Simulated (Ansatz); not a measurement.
# C8H9F5O2 (SMILES C=C(C)CCOC(=O)C(F)(F)C(F)(F)F): a first try and a second

Aim: the energy of C8H9F5O2 at PBE0-DH-D3(BJ)/aug-cc-pVDZ (sfX2C, damping of pbe).

Program for the calculation: Ansatz 0.2.0.

2 further runs of the same task are left out: 2 set aside as unsound or not needed.

## Step 1: The structure to begin with

C8H9F5O2 has 24 atoms, charge 0, and is taken as a singlet. As SMILES, `C=C(C)CCOC(=O)C(F)(F)C(F)(F)F`. The coordinates come from a GFN2-xTB relaxation. This is one conformer, not always the lowest.

Some bond lengths: C1–C2 1.323 Å, C2–C3 1.500 Å, C2–C4 1.506 Å, C4–C5 1.519 Å, C5–O6 1.441 Å, O6–C7 1.308 Å, C7–O8 1.193 Å, C7–C9 1.562 Å, C9–F10 1.345 Å, C9–F11 1.350 Å, C9–C12 1.551 Å, C12–F13 1.327 Å, C12–F14 1.335 Å, C12–F15 1.331 Å, C1–H16 1.076 Å, C1–H17 1.075 Å. Some angles: C1–C2–C3 122.0°, C1–C2–C4 124.6°, C3–C2–C4 113.3°, C2–C4–C5 114.9°, C4–C5–O6 107.3°, C5–O6–C7 116.8°, O6–C7–O8 128.3°, O6–C7–C9 109.1°, O8–C7–C9 122.5°, C7–C9–F10 110.8°.

## Step 2: The input as first written

Contents of in.yaml:

```yaml
basis:
  gaussian:
    orbitals: aug-cc-pVDZ
crystal:
  periodic: [false, false, false]
  atoms:
    - {symbol: C, position_ang: [-2.695990, -0.044430, 0.065070]}
    - {symbol: C, position_ang: [-2.695990, -0.044430, 0.065070]}
    - {symbol: C, position_ang: [-3.713040, 1.057310, 0.042630]}
    - {symbol: C, position_ang: [-1.284610, 0.442300, -0.136110]}
    - {symbol: C, position_ang: [-0.227240, -0.648540, -0.144180]}
    - {symbol: O, position_ang: [1.046550, -0.008370, -0.356460]}
    - {symbol: C, position_ang: [2.091010, -0.789100, -0.452520]}
    - {symbol: O, position_ang: [2.133990, -1.979190, -0.381710]}
    - {symbol: C, position_ang: [3.369750, 0.087810, -0.643810]}
    - {symbol: F, position_ang: [4.341710, -0.612730, -1.255690]}
    - {symbol: F, position_ang: [3.114250, 1.168420, -1.411590]}
    - {symbol: C, position_ang: [3.888340, 0.571670, 0.736000]}
    - {symbol: F, position_ang: [4.954750, 1.354440, 0.627810]}
    - {symbol: F, position_ang: [2.939740, 1.261890, 1.373220]}
    - {symbol: F, position_ang: [4.213940, -0.463820, 1.506750]}
    - {symbol: H, position_ang: [-4.066110, -1.590610, 0.383780]}
    - {symbol: H, position_ang: [-2.325630, -2.115950, 0.264640]}
    - {symbol: H, position_ang: [-3.688070, 1.576390, -0.914550]}
    - {symbol: H, position_ang: [-3.496710, 1.788490, 0.820190]}
    - {symbol: H, position_ang: [-4.713600, 0.666200, 0.200420]}
    - {symbol: H, position_ang: [-1.038410, 1.156420, 0.654420]}
    - {symbol: H, position_ang: [-1.228360, 0.985410, -1.083380]}
    - {symbol: H, position_ang: [-0.391980, -1.370300, -0.949470]}
    - {symbol: H, position_ang: [-0.188140, -1.184020, 0.808930]}
hamiltonian:
  xc: {name: PBE0-DH}
  dispersion: {method: d3bj, functional: pbe}
  pseudopotentials: {relativity: scalar}
correlation:
  electrons: all
```

Started as:

```sh
$ ansatz run in.yaml --threads 8 --pin off --max-ram 17400MiB --events-out events.jsonl --progress --plain --runs-dir runs
```

Log:

```text
Error: two nuclei lie on one point
```

Run time: 0.02 s. Hardware: 8 threads of AMD EPYC 9R14 (Zen 4), shared host.

## Step 3: Reading the log

The program refused the input.

The telling line is `Error: two nuclei lie on one point`. What is wrong: two atoms lie on top of or far too near each other. In place of `- {symbol: C, position_ang: [-2.695990, -0.044430, 0.065070]}` the sound input has `- {symbol: C, position_ang: [-3.036150, -1.309680, 0.245600]}`. As the program read them, the closest atoms are 0.00 Å apart, against 1.07 Å in the sound input.

## Step 4: The mended input

in.yaml, as its differences from that of step 2:

```diff
@@ -6,3 +6,3 @@
   atoms:
-    - {symbol: C, position_ang: [-2.695990, -0.044430, 0.065070]}
+    - {symbol: C, position_ang: [-3.036150, -1.309680, 0.245600]}
     - {symbol: C, position_ang: [-2.695990, -0.044430, 0.065070]}
```

Started as:

```sh
$ ansatz run in.yaml --threads 8 --pin off --max-ram 17400MiB --events-out events.jsonl --progress --plain --runs-dir runs
```

Log:

```text
Warning: RAYON_NUM_THREADS=8 ignored (pool sized by the plan → 8); use --threads N
Functional definition: PBE0-DH
  name "PBE0-DH"
  parameter a = 1/2
  parameter c = 1/8
  exchange = (1 - a)*pbe_x + a*exact_x
  correlation = (1 - c)*pbe_c + c*(mp2_os + mp2_ss)
4145 factors; integrals over basis functions are off by at most 6.0e-4 eV
mean field evaluation 1: about -26089.2317 eV, gradient 7.8e1 eV
mean field evaluation 2: about -26089.2924 eV, gradient 7.8e1 eV
mean field evaluation 4: about -26101.1698 eV, gradient 1.5e1 eV
mean field evaluation 8: about -26101.5832 eV, gradient 3.0e-1 eV
mean field evaluation 16: about -26101.5853 eV, gradient 3.8e-4 eV
mean field -26101.58534229 eV, -959.2155690391 hartree, gradient 6.1e-6 eV, S^2 0.000000; 0 other end points of the search recorded, 0 dependent functions left out
reference -26101.58540110 eV, -959.2155712005 hartree; 59, 59 occupied and 367, 367 virtual orbitals, 4145 factors
second order -85.14051242 eV of doubles, -0.00000000 eV of singles
Total energy: -26112.82302242 eV, -959.6285461666 hartree
Relativity: scalar
```

It took 22 s on 8 threads of AMD EPYC 9R14 (Zen 4), shared host; peak memory 3.9 GiB.

## Step 5: Summary of results

At PBE0-DH-D3(BJ)/aug-cc-pVDZ (sfX2C, damping of pbe):

| quantity | value |
| --- | --- |
| total energy | -959.62855 Eh |
| dispersion energy | -57.41 kJ/mol |
